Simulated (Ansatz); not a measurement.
# ScCo: the cost of one run

All numbers below are computed with Ansatz 0.2.0 (DFT r²SCAN, scalar-relativistic).

## Step 1: The starting structure

The cell holds 4 atoms (Co2Sc2): a = 6.290 Å, b = 3.145 Å, c = 3.145 Å, α = 90.00°, β = 90.00°, γ = 90.00°.

As a file:

```xyz
4
Lattice="6.2900 0.0000 0.0000 0.0000 3.1450 0.0000 0.0000 0.0000 3.1450" Properties=species:S:1:pos:R:3 pbc="T T T"
Sc    1.5725    1.5725    1.5725
Sc    4.7175    1.5725    1.5725
Co    0.0000    0.0000    0.0000
Co    3.1450    0.0000    0.0000
```

The geometry is a database entry used as it stands. It may stem from high pressure or temperature, or be incomplete, so it serves as a test cell.

## Step 2: PAW on the default files

input.yaml

```yaml
crystal:
  lattice:
    - [6.29, 0.0, 0.0]
    - [0.0, 3.145, 0.0]
    - [0.0, 0.0, 3.145]
  atoms:
    - { symbol: Sc, position: [0.25, 0.5, 0.5] }
    - { symbol: Sc, position: [0.75, 0.5, 0.5] }
    - { symbol: Co, position: [0.0, 0.0, 0.0], spin: 2.0 }
    - { symbol: Co, position: [0.5, 0.0, 0.0], spin: 2.0 }
magnetization:
  spin_polarized: true
kpoints:
  mp_grid: { grid: [3, 6, 6] }
scf:
  occupations: { method: fermi_dirac, width: 0.08 }
hamiltonian:
  xc: r2scan
  pseudopotentials: { kind: paw }
output:
  forces: true
  stress: true
md:
  timestep: 2.0
  n_steps: 15
  ensemble: nve
  temperature: 1200
  initial_velocities: maxwell_boltzmann
  seed: 562953
```

The run is started by

```sh
> ansatz run input.yaml --threads 2 --pin off --max-ram 6144MiB --backend cpu --events-out ev --progress --plain --runs-dir out
```

What time and memory should one allow on 2 threads of Intel Xeon 6975P-C (Granite Rapids), shared host?

About 4.4 min, with a peak of 0.78 GiB.
